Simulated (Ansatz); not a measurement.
# F3GaH3N: up Jacob's ladder to CCSD(T)

The task here is to estimate one member of a computed series from the others.

Method: functionals in def2-TZVPP, the program's frozen cores in correlated methods; program: Ansatz 0.2.0, Gaussian basis.

The runs, in order: LDA (SPW92), PBE-D4, revPBE-D4, BLYP-D4, r2SCAN-D4, B97M-V, PBE0-D4, B3LYP-D4, r2SCANh-D4, r2SCAN0-D4, HSE06-D4, BHLYP-D4, CAM-B3LYP-D4, LC-ωPBE, ωB97X-V, ωB97M-V, B2PLYP, PBE-QIDH; CCSD(T)/def2-SVP; CCSD(T)/def2-TZVPP; MP2/def2-QZVPP; extrapolation to the limit; RPA on PBE.

## The relaxed structure

An earlier PBE0-D4 in a triple-zeta def2 set relaxation fixed the geometry.

8 atoms, charge 0, spin multiplicity 1.

Atoms are counted from 1 here; the program's logs count them from 0.

Bond lengths: N1–Ga2 2.050 Å, N1–H6 1.015 Å, N1–H7 1.015 Å, N1–H8 1.015 Å, Ga2–F3 1.756 Å, Ga2–F4 1.756 Å, Ga2–F5 1.756 Å. Angles: Ga2–N1–H6 110.2°, Ga2–N1–H7 110.2°, Ga2–N1–H8 110.2°, H6–N1–H7 108.8°, H6–N1–H8 108.8°, H7–N1–H8 108.8°, N1–Ga2–F3 100.2°, N1–Ga2–F4 100.2°, N1–Ga2–F5 100.2°, F3–Ga2–F4 116.9°, F3–Ga2–F5 116.9°, F4–Ga2–F5 116.9°.

The first run:

The input, in.yaml:

```yaml
crystal:
  periodic: [false, false, false]
  atoms:
    - {symbol: N, position_ang: [-0.867671, -0.104768, 0.482175]}
    - {symbol: Ga, position_ang: [0.915536, 0.093271, -0.509927]}
    - {symbol: F, position_ang: [2.016937, -0.551929, 0.696627]}
    - {symbol: F, position_ang: [0.602052, -0.909394, -1.917604]}
    - {symbol: F, position_ang: [0.941079, 1.831437, -0.761450]}
    - {symbol: H, position_ang: [-1.493897, -0.708606, -0.041206]}
    - {symbol: H, position_ang: [-0.714076, -0.510213, 1.400177]}
    - {symbol: H, position_ang: [-1.307759, 0.803102, 0.595310]}
basis:
  gaussian: {orbitals: def2-TZVPP}
hamiltonian: {xc: lda}
output: {orbitals: {seedname: orbitals}}
```

Run with:

```bash
> ansatz run in.yaml --threads 4 --pin off --events-out ev --progress --plain --max-ram 10444MiB
```

Steps of the session up to this table: LDA; PBE-D4 (GGA); revPBE-D4 (GGA); BLYP-D4 (GGA); r2SCAN-D4 (meta-GGA); B97M-V (meta-GGA); B3LYP-D4 (hybrid); r2SCANh-D4 (hybrid); r2SCAN0-D4 (hybrid); HSE06-D4 (hybrid); BHLYP-D4 (hybrid); CAM-B3LYP-D4 (range-separated); LC-ωPBE (range-separated); ωB97X-V (range-separated); ωB97M-V (range-separated); B2PLYP (double hybrid); PBE-QIDH (double hybrid).

One table of the session follows, with a row left open; its other results are not shown here.

It belongs to the step «Orbital energies across the functionals». 

| functional | HOMO (eV) | gap (eV) |
| --- | --- | --- |
| LDA (SPW92) | -8.53 | 6.69 |
| PBE-D4 | -8.25 | 6.61 |
| revPBE-D4 | -8.15 | 6.60 |
| BLYP-D4 | -8.20 | 6.50 |
| r2SCAN-D4 | -8.75 | 7.73 |
| B97M-V | -8.86 | 7.42 |
| PBE0-D4 | -10.34 | 9.59 |
| B3LYP-D4 | -10.04 | 8.88 |
| r2SCANh-D4 | -9.53 | 8.81 |
| r2SCAN0-D4 | ? | ? |
| HSE06-D4 | -9.92 | 8.80 |
| BHLYP-D4 | -12.33 | 12.19 |
| CAM-B3LYP-D4 | -11.95 | 11.95 |
| LC-ωPBE | -13.24 | 14.65 |
| ωB97X-V | -12.93 | 14.13 |
| ωB97M-V | -12.91 | 13.65 |

Q: Estimate the row for r2SCAN0-D4 from the others.

Worked estimate for «HOMO (eV)». Against the share of exact exchange, r2SCAN-D4 (0, -8.75), r2SCANh-D4 (0.1, -9.53) give a slope of -7.80 per unit share; at 0.25 the line stands at -10.70.

As computed: HOMO (eV): -10.72; gap (eV): 10.40. In «HOMO (eV)» the line misses by +0.02.
